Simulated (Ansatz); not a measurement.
# YMnI5: the cost of one run

Method: DFT PBE, scalar-relativistic, plane waves, PAW, in Ansatz 0.2.0.

### Step 1. The system as given

The structure is tetragonal, space group P4/mmm (No. 123). Conventional cell: a = 5.320 Å, b = 5.320 Å, c = 8.719 Å, α = 90.00°, β = 90.00°, γ = 90.00°. Y (site symmetry 4/mmm) has 12 I at 3.76 to 3.77 Å as nearest neighbours. Mn (site symmetry 4/mmm) has 8 I at 3.15 Å as nearest neighbours. I (site symmetry 4/mmm) has 4 Y at 3.76 Å and 8 I at 3.77 Å as nearest neighbours. Around I (site symmetry 2mm) lie 2 Mn at 3.15 Å and 1 I at 3.37 Å and 2 Y at 3.77 Å.

Coordinates:

```cif
data_structure
_symmetry_space_group_name_H-M 'P4/mmm'
_symmetry_Int_Tables_number 123
_cell_length_a 5.3196
_cell_length_b 5.3196
_cell_length_c 8.7194
_cell_angle_alpha 90.000
_cell_angle_beta 90.000
_cell_angle_gamma 90.000
_cell_volume 246.75
loop_
_atom_site_label
_atom_site_type_symbol
_atom_site_symmetry_multiplicity
_atom_site_Wyckoff_symbol
_atom_site_fract_x
_atom_site_fract_y
_atom_site_fract_z
_atom_site_occupancy
Y1 Y 1 a 0.00000 0.00000 0.00000 1
Mn1 Mn 1 b 0.00000 0.00000 0.50000 1
I1 I 1 c 0.50000 0.50000 0.00000 1
I2 I 4 i 0.50000 0.00000 0.69331 1
```

A structure generator made this guess: species swapped into a database cell of YIn5Co (P4/mmm, No. 123), with I on the In sites and Mn on the Co sites. The dimensions are guesses.

### Step 2. The guess as it stands, on a coarse mesh

Contents of input.yaml:

```yaml
crystal:
  lattice:
    - [5.31963016, 0.0, 0.0]
    - [0.0, 5.31963016, 0.0]
    - [0.0, 0.0, 8.71938053]
  atoms:
    - { symbol: "Y", position: [0.0, 0.0, 0.0] }
    - { symbol: Mn, position: [0.0, 0.0, 0.5], spin: 4.0 }
    - { symbol: I, position: [0.5, 0.5, 0.0] }
    - { symbol: I, position: [0.5, 0.0, 0.69330698] }
    - { symbol: I, position: [0.0, 0.5, 0.69330698] }
    - { symbol: I, position: [0.5, 0.0, 0.30669302] }
    - { symbol: I, position: [0.0, 0.5, 0.30669302] }
basis:
  ecutwfc: 420
kpoints:
  mp_grid: { grid: [4, 4, 2] }
hamiltonian:
  xc: pbe
scf:
  occupations: { method: gaussian, width: 0.1 }
  lower_state_search: "off"
output:
  forces: true
  stress: true
  eigenvalues: true
  populations: true
magnetization:
  spin_polarized: true
```

Started as:

```
ansatz run input.yaml --threads 1 --pin off --max-ram 2560MiB --backend cpu --events-out ev --progress --plain --runs-dir out
```

What time and memory should one allow on 1 thread of Arm Neoverse V1, shared host?

About 43 s, with a peak of 0.7 GiB.
